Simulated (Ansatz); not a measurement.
**GePHF (quartet): wave-function methods side by side, cc-pVDZ**

An exercise on one series of results from a longer session: the logs are not shown, and one member is left open.

Computed with Ansatz 0.2.0, Gaussian basis. Level: cc-pVDZ, core rule «outside noble gas», up to 20 orbitals frozen.

Plan: UHF; CCSD(T) on ROHF; CCSD(T) on UHF; BCCD(T) on ROHF; CISD as a restricted active space (open shells left free, so some higher excitations enter); CCSDT(Q) on ROHF; CCSDT(Q) on UHF.

7 further runs of the same task are left out: 2 for a known fault of the program, 5 set aside as unsound or not needed. Runs told in other sessions of the task aren't counted.

## What is computed

The geometry is a PBE0/def2-TZVP stationary point (not a proven minimum). No spin-orbit coupling is included. The filled d shell of Ge may be among the frozen orbitals whatever the setting's name suggests.

4 atoms, charge 0, spin multiplicity 4.

Atoms are counted from 1 here; the program's logs count them from 0.

Bond lengths: F1–P2 1.596 Å, P2–Ge3 2.389 Å, P2–H4 1.429 Å. Angles: F1–P2–Ge3 110.6°, F1–P2–H4 95.9°, Ge3–P2–H4 103.3°.

The first run:

in.yaml

```yaml
crystal:
  periodic: [false, false, false]
  atoms:
    - {symbol: F, position_ang: [-0.049212, -0.722728, 2.144704]}
    - {symbol: P, position_ang: [0.111557, 0.559116, 1.206925]}
    - {symbol: Ge, position_ang: [-0.018267, -0.064643, -1.096029]}
    - {symbol: H, position_ang: [-1.184045, 1.099712, 1.474900]}
basis:
  gaussian: {orbitals: cc-pVDZ}
magnetization: {spin_polarized: true, initial_magnetization: 3}
hamiltonian: {xc: hf}
output: {orbitals: {seedname: orbitals}}
```

Run with:

```sh
$ ansatz run in.yaml --threads 1 --pin off --events-out ev --progress --plain --max-ram 4096MiB --backend cpu
```

Among the steps run: UHF; CCSD(T) on ROHF; CCSD(T) on UHF; BCCD(T) on ROHF; CISD as a restricted active space (open shells left free, so some higher excitations enter); CCSDT(Q) on ROHF; CCSDT(Q) on UHF.

One of the session's tables, all rows but one given; the rest of the session is left out.

| method | from UCCSDT(Q) (meV) |
| --- | --- |
| ROHF | +10777.0 |
| UHF | +10579.2 |
| RMP2 | +1165.8 |
| UMP2 | +1213.6 |
| RCCSD | +350.5 |
| UCCSD | +333.8 |
| RCCSD(T) | ? |
| UCCSD(T) | +64.3 |
| BCCD(T) | +69.7 |
| RCCSDT | +38.5 |
| UCCSDT | +26.2 |
| RCCSDT(Q) | +14.7 |
| UCCSDT(Q) | 0 |

Estimate the missing values for RCCSD(T).

The run gave: from UCCSDT(Q) (meV): +74.7. In the column «from UCCSDT(Q) (meV)» it lies between BCCD(T) (+69.7) and UCCSD (+333.8).

Not comparable, so not listed: CISD as a restricted active space (open shells left free, so some higher excitations enter) (they don't share determinant, frozen orbitals or solution with the rows shown, or repeat one).

Caveats from the session: Restricted and unrestricted rows rest on different reference determinants; a gap between their highest levels can come from leftover correlation error, from unlike frozen cores or from another state.
